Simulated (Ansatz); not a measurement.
# CH4AlOS radical: small, medium and large basis sets

The task here is to estimate one member of a computed series from the others.

The runs use Ansatz 0.2.0, Gaussian basis; one geometry, several basis sets.

Levels to be run: PBE0-D4/def2-SVP; ωB97M-V/def2-SVP; PBE0-D4/def2-QZVPP; ωB97M-V/def2-QZVPP; the functionals' def2-TZVPP values are taken from earlier runs.

## The geometry

All runs share one geometry, relaxed beforehand with PBE0-D4 in a triple-zeta def2 set.

SMILES `C[O][Al][SH]`, 8 atoms, charge 0, spin multiplicity 2.

Atoms are counted from 1 here; the program's logs count them from 0.

Bond lengths: C1–O2 1.399 Å, C1–H5 1.095 Å, C1–H6 1.097 Å, C1–H7 1.095 Å, O2–Al3 1.681 Å, Al3–S4 2.211 Å, S4–H8 1.343 Å. Angles: O2–C1–H5 110.0°, O2–C1–H6 112.4°, O2–C1–H7 110.0°, H5–C1–H6 108.1°, H5–C1–H7 108.0°, H6–C1–H7 108.1°, C1–O2–Al3 138.7°, O2–Al3–S4 117.4°, Al3–S4–H8 93.1°.

The first run:

Input file in.yaml:

```yaml
crystal:
  periodic: [false, false, false]
  atoms:
    - {symbol: C, position_ang: [0.012681, 1.389883, 0.390136]}
    - {symbol: O, position_ang: [0.731436, 0.585062, -0.499891]}
    - {symbol: Al, position_ang: [0.776724, -1.019627, -0.998362]}
    - {symbol: S, position_ang: [-0.666063, -2.414810, -0.070996]}
    - {symbol: H, position_ang: [-0.477117, 2.204066, -0.153458]}
    - {symbol: H, position_ang: [-0.758240, 0.828793, 0.931871]}
    - {symbol: H, position_ang: [0.691386, 1.833406, 1.125682]}
    - {symbol: H, position_ang: [-0.218708, -3.463873, -0.780782]}
basis:
  gaussian: {orbitals: def2-SVP}
magnetization: {spin_polarized: true, initial_magnetization: 1}
hamiltonian: {xc: pbe0, dispersion: d4}
output: {orbitals: {seedname: orbitals}}
```

Steps of the session up to this table: PBE0-D4 in def2-SVP; ωB97M-V in def2-SVP; PBE0-D4 in def2-QZVPP; ωB97M-V in def2-QZVPP.

One of the session's tables, all rows but one given; the rest of the session is left out.

It belongs to the step «Functionals by basis». 

| functional | basis | HOMO (eV) | LUMO (eV) |
| --- | --- | --- | --- |
| PBE0-D4 | def2-SVP | ? | ? |
| PBE0-D4 | def2-TZVPP | -6.05 | -2.66 |
| PBE0-D4 | def2-QZVPP | -6.07 | -2.70 |
| ωB97M-V | def2-SVP | -7.58 | -1.24 |
| ωB97M-V | def2-TZVPP | -7.67 | -1.26 |
| ωB97M-V | def2-QZVPP | -7.73 | -1.35 |

Q: Estimate the row for PBE0-D4, def2-SVP from the others.

The run gave: HOMO (eV): -5.97; LUMO (eV): -2.62. In the column «HOMO (eV)» it is the highest.
